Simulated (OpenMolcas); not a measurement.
# SiHF3 (SMILES F[SiH](F)F) at 6 levels

Aim: a comparison of 6 runs (HF/STO-3G, HF/3-21G, BHLYP/def2-SVPD, PBE/def2-SVPD, TPSS/def2-SVPD, CCSD(T)/def2-SVPD) of SiHF3. 

The calculation is run with OpenMolcas 26.06.

1 further run of the same task is left out (set aside as unsound or not needed).

## 1. The molecule

SiHF3 has 5 atoms, charge 0, and is taken as a singlet. As SMILES, `F[SiH](F)F`. The coordinates come from a PBE0-D4/def2-TZVP relaxation.

Bond lengths: F1–Si2 1.573 Å, Si2–F3 1.573 Å, Si2–F4 1.573 Å, Si2–H5 1.461 Å. Angles: F1–Si2–F3 108.3°, F1–Si2–F4 108.3°, F3–Si2–F4 108.3°, F1–Si2–H5 110.7°, F3–Si2–H5 110.7°, F4–Si2–H5 110.7°.

## 2. Energy and gradient at HF/STO-3G (run 1)

Contents of job.input:

```
* F3HSi Hartree-Fock

&GATEWAY
  BASLIB=$CurrDir
  COORD
  5
  bohr
  F     -0.84489655    -0.15533549     2.81814857
  Si     0.07691185     0.00321253    -0.00340151
  F     -1.12835547     2.42149506    -1.24192801
  F     -0.93711519    -2.38729101    -1.44979788
  H      2.83345535     0.11791891    -0.12302117
  BASIS=STO-3G
  GROUP=NoSym

&SEWARD

&SCF
  THRESHOLDS=1e-10 1e-07 1e-07 1e-05
  PRORBITALS=0

&ALASKA
```

The basis set STO-3G is read from a file made from the Basis Set Exchange's data (not shown).

Command:

```bash
$ export MOLCAS_MEM=1860
$ pymolcas job.input > job.log
```

Output:

```text
--- Start Module: gateway ---
[...]
--- Stop Module: gateway /rc=_RC_ALL_IS_WELL_ ---
[...]
      Basis functions           25
[...]
--- Start Module: scf ---
[...]
       Convergence after  12 Iterations
[...]
::    Total SCF energy                               -580.3563790367
[...]
      Total spin, S                                     0.0000000000
[...]
      Total electronic charge=   42.000000
      Total            charge=   -0.000000
[...]
      Dipole Moment (debye):
      Origin of the operator (angstrom)=   -0.3095   -0.0129    0.0134
                   X=  1.0780E+00               Y=  4.4915E-02               Z= -4.7126E-02           Total=  1.0799E+00
      Quadrupole Moment (debye*angstrom):
[...]
--- Stop Module: scf /rc=_RC_ALL_IS_WELL_ ---
--- Start Module: alaska ---
[...]
 *              Molecular gradients               *
 **************************************************
  Irreducible representation: a
 ------------------------------------------------------------------------------------------
                              X                       Y                       Z
 ------------------------------------------------------------------------------------------
  F1                7.33407802742825E-03    1.06726411079738E-03   -1.79071407302338E-02
  SI2              -4.65625167484980E-02   -1.92570600384684E-03    1.92578429217299E-03
  F3                9.16848895453892E-03   -1.53143671178029E-02    7.81295299101359E-03
  F4                7.95299216003276E-03    1.52554628508987E-02    9.12762905251441E-03
  H5                2.21069576064963E-02    9.17346159956839E-04   -9.59225605375230E-04
 ------------------------------------------------------------------------------------------
--- Stop Module: alaska /rc=_RC_ALL_IS_WELL_ ---
[...]
```

Wall time 2 s (1 thread of Arm Neoverse V1, shared host); peak memory 0.37 GiB.

## 3. Energy and forces at HF/3-21G (run 2)

Contents of calc.inp:

```
* F3HSi Hartree-Fock

&GATEWAY
  BasLib
  $CurrDir
  Coord
  5
  angstrom
  F       -0.447100      -0.082200       1.491300
  Si       0.040700       0.001700      -0.001800
  F       -0.597100       1.281400      -0.657200
  F       -0.495900      -1.263300      -0.767200
  H        1.499400       0.062400      -0.065100
  Basis
  3-21G
  Group
  NoSym

&SEWARD

&SCF
  Thresholds
  1e-10 1e-07 1e-07 1e-05
  PrOrbitals
  1 2

&ALASKA
```

The basis set 3-21G is read from a file made from the Basis Set Exchange's data (not shown).

Command:

```bash
$ export MOLCAS_MEM=1860
$ pymolcas calc.inp > calc.log
```

Output:

```text
--- Start Module: gateway ---
[...]
--- Stop Module: gateway /rc=_RC_ALL_IS_WELL_ ---
[...]
      Basis functions           42
[...]
--- Start Module: scf ---
[...]
       Convergence after  11 Iterations
[...]
::    Total SCF energy                               -584.8732897490
[...]
      Total spin, S                                     0.0000000000
[...]
      Total electronic charge=   42.000000
      Total            charge=   -0.000000
[...]
      Dipole Moment (debye):
      Origin of the operator (angstrom)=   -0.3095   -0.0129    0.0134
                   X=  1.9565E+00               Y=  8.1496E-02               Z= -8.5399E-02           Total=  1.9600E+00
      Quadrupole Moment (debye*angstrom):
[...]
--- Stop Module: scf /rc=_RC_ALL_IS_WELL_ ---
--- Start Module: alaska ---
[...]
 *              Molecular gradients               *
 **************************************************
  Irreducible representation: a
 ------------------------------------------------------------------------------------------
                              X                       Y                       Z
 ------------------------------------------------------------------------------------------
  F1                1.15230587751132E-02    1.48961833051864E-03   -2.38280624919831E-02
  SI2              -4.37126324610961E-02   -1.80632937752945E-03    1.79303468389447E-03
  F3                1.39474867029614E-02   -2.02187864255734E-02    1.02737480181272E-02
  F4                1.23359269858145E-02    2.02920194388376E-02    1.20176380023125E-02
  H5                5.90615999722299E-03    2.43478033770117E-04   -2.56358212329194E-04
 ------------------------------------------------------------------------------------------
--- Stop Module: alaska /rc=_RC_ALL_IS_WELL_ ---
[...]
```

Run time: 2.2 s. Hardware: 1 thread of Arm Neoverse V1, shared host; peak memory 0.38 GiB.

Runs 3 to 5 aren't shown in full; the table further down has their settings and results.

## 4. The energy at CCSD(T)/def2-SVPD (Cholesky decomposition) (run 6)

Contents of mol.input:

```
* F3HSi CCSD(T)

&gateway
  baslib=$CurrDir
  coord
  5
  angstrom
  F       -0.447100      -0.082200       1.491300
  Si       0.040700       0.001700      -0.001800
  F       -0.597100       1.281400      -0.657200
  F       -0.495900      -1.263300      -0.767200
  H        1.499400       0.062400      -0.065100
  basis=def2-SVPD
  group=NoSym

&seward
  high

&scf
  thresholds=1e-10 1e-07 1e-07 1e-05
  prorbitals=0

&chcc
  frozen=8
  threshold=1e-08
  maxiterations=80

&cht3
  frozen=8
```

The basis set def2-SVPD is read from a file made from the Basis Set Exchange's data (not shown).

Command:

```bash
$ export MOLCAS_MEM=1860
$ pymolcas mol.input > mol.log
```

Output:

```text
--- Start Module: gateway ---
[...]
--- Stop Module: gateway /rc=_RC_ALL_IS_WELL_ ---
[...]
      Basis functions          101
[...]
       Convergence after  11 Iterations
[...]
::    Total SCF energy                               -587.7100634977
[...]
      Total spin, S                                     0.0000000000
[...]
      Total electronic charge=   42.000000
      Total            charge=   -0.000000
[...]
      Dipole Moment (debye):
      Origin of the operator (angstrom)=   -0.3095   -0.0129    0.0134
                   X=  1.5908E+00               Y=  6.6282E-02               Z= -6.9677E-02           Total=  1.5937E+00
      Quadrupole Moment (debye*angstrom):
[...]
--- Start Module: chcc ---
[...]
--- Stop Module: chcc /rc=_RC_ALL_IS_WELL_ ---
[...]
--- Start Module: cht3 ---
[...]
--- Stop Module: cht3 /rc=_RC_ALL_IS_WELL_ ---
[...]
```

Run time: 6.1 min. Hardware: 1 thread of Arm Neoverse V1, shared host; peak memory 0.18 GiB.

## 5. All runs side by side

| run | level | integration grid | integral approximation | energy (Eh) | dipole moment (D) of the reference | HOMO energy (eV) | LUMO energy (eV) | wall time |
| --- | --- | --- | --- | --- | --- | --- | --- | --- |
| 1 | HF/STO-3G | – | none | -580.356379 | 1.08 | -10.89 | 12.69 | 2 s |
| 2 | HF/3-21G | – | none | -584.873290 | 1.96 | -15.29 | 5.74 | 2.2 s |
| 3 | BHLYP/def2-SVPD | UltraFine | none | -589.396038 | 1.53 | -12.95 | 1.01 | 31 s |
| 4 | PBE/def2-SVPD | UltraFine | none | -589.065851 | 1.33 | -9.67 | -0.21 | 30 s |
| 5 | TPSS/def2-SVPD | UltraFine | none | -589.536921 | 1.31 | -9.89 | -0.02 | 40 s |
| 6 | CCSD(T)/def2-SVPD (Cholesky decomposition) | – | CD high | -588.415277 | 1.59 | -15.42 | 2.39 | 6.1 min |

## 6. Summary of results

| quantity | value |
| --- | --- |
| run 6: total energy | -588.41528 Eh |
| run 6: dipole moment (mean-field density) | 1.59 D |
| run 6: HOMO energy (Hartree–Fock orbitals) | -15.42 eV |
| run 6: LUMO energy (Hartree–Fock orbitals) | 2.39 eV |
| run 6: HOMO–LUMO gap (Hartree–Fock orbitals) | 17.82 eV |
| run 6: correlation energy (8 core orbitals frozen) | -705.2 mEh |
| run 6: (T) correction | -13.91 mEh |

In words: Over runs 1, 2, 3, 4, 5 the dipole moment (its size) runs from 1.08 D (HF/STO-3G) to 1.96 D (HF/3-21G). Over runs 1, 2, 3, 4, 5 the HOMO–LUMO gap runs from 9.47 eV (PBE/def2-SVPD) to 23.58 eV (HF/STO-3G). The two ends differ in method and basis. Totals of different functionals can't be ranked against each other. In run 1 the basis is minimal, so the values are rough. All runs together took 7.9 min, the longest 6.1 min.
